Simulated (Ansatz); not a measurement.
# Hf (Hf (10-10), 4 layers): how the settings move a single-point run

How sensitive is a single-point run of Hf (Hf (10-10), 4 layers) to its settings? A reference run comes first, then one run with altered input.

Computed with Ansatz 0.2.0 (reference: DFT, PBE, PAW with Ansatz's default frozen-core files, scalar-relativistic, unless a step's input says otherwise).

1 further run of the same task is left out (it didn't finish).

## 1. The structure to begin with

Symmetry: Pmma, No. 51, orthorhombic system. The conventional cell has a = 5.070 Å, b = 3.203 Å, c = 19.699 Å, α = 90.00°, β = 90.00°, γ = 90.00°. Hf (site symmetry mm2) has 8 Hf at 3.14 to 3.20 Å as nearest neighbours. Around Hf (site symmetry mm2) lie 10 Hf at 3.14 to 3.20 Å.

Coordinates:

```
CELL_PARAMETERS angstrom
3.20320 0.00000 0.00000
0.00000 5.07025 0.00000
0.00000 0.00000 19.69870
ATOMIC_POSITIONS crystal
Hf 0.00000 0.75000 0.40612
Hf 0.50000 0.25000 0.45306
Hf 0.50000 0.75000 0.54694
Hf 0.00000 0.25000 0.59388
```

## 2. The reference run

File input.yaml:

```yaml
crystal:
  lattice:
    - [3.2031969921, 0.0, 0.0]
    - [0.0, 5.0702495496, 0.0]
    - [0.0, 0.0, 19.6987]
  atoms:
    - { symbol: Hf, position: [0.0, 0.75, 0.406117325] }
    - { symbol: Hf, position: [0.5, 0.25, 0.4530586628] }
    - { symbol: Hf, position: [0.5, 0.75, 0.5469413372] }
    - { symbol: Hf, position: [0.0, 0.25, 0.593882675] }
kpoints:
  mp_grid: { grid: [13, 8, 1] }
scf:
  occupations: { method: fermi_dirac, width: 0.05 }
hamiltonian:
  xc: pbe
  pseudopotentials: { kind: paw }
output:
  forces: true
  stress: true
  eigenvalues: true
  populations: true
efield:
  axis: 3
  amplitude: 0
  dipole_correction: true
```

Run with:

```console
$ ansatz run input.yaml --threads 1 --pin off --max-ram 3584MiB --backend cpu --events-out ev --progress --plain --runs-dir out
```

## 3. Changing settings: mixing.algorithm broyden, mixing.beta 0.1

Edit input.yaml of step 2 so:

```diff
@@ -14,2 +14,3 @@
   occupations: { method: fermi_dirac, width: 0.05 }
+  mixing: { algorithm: broyden, beta: 0.1 }
 hamiltonian:
@@ -22,2 +23,6 @@
   populations: true
+  write_density: true
+  write_potential: true
+  elf: true
+  volumetric_format: npy
 efield:
```

**Question.** What will these runs give? Wanted: for each run, ending; energy change; gap; force.

The runs gave:

| run | ending | energy change | gap (eV) | force (eV/Å) | cycles | time |
| --- | --- | --- | --- | --- | --- | --- |
| reference | converged | 0 | 0.00 | 0.64 | 8 | 51 s |
| 1: mixing.algorithm broyden, mixing.beta 0.1 | converged | 0.0 meV/atom | 0.00 | 0.64 | 13 | 67 s |

Times don't compare one to one where runs were asked for different outputs or read a saved state (see the inputs); cycles may leave out searches for a lower state.

Residual by cycle in the longest SCF loop of each run; runs are numbered as in the table. The quantity is the density residual dr2, in eV.

| cycle | reference | run 1 |
| --- | --- | --- |
| 1 | 0.0773 | 0.0773 |
| 2 | 0.0038 | 0.0627 |
| 3 | 0.00393 | 0.00371 |
| 4 | 2.3e-4 | 0.00285 |
| 5 | 5.4e-5 | 8.9e-4 |
| 6 | 1.3e-5 | 5.0e-4 |
| 8 | 8.5e-8 | 3.1e-5 |
| 9 | - | 8.2e-6 |
| 10 | - | 2.9e-6 |
| 11 | - | 2.1e-6 |
| 12 | - | 3.0e-7 |
| 13 | - | 6.9e-8 |

**Reading.** With the changed mixing the energy agrees within 0.5 meV/atom.
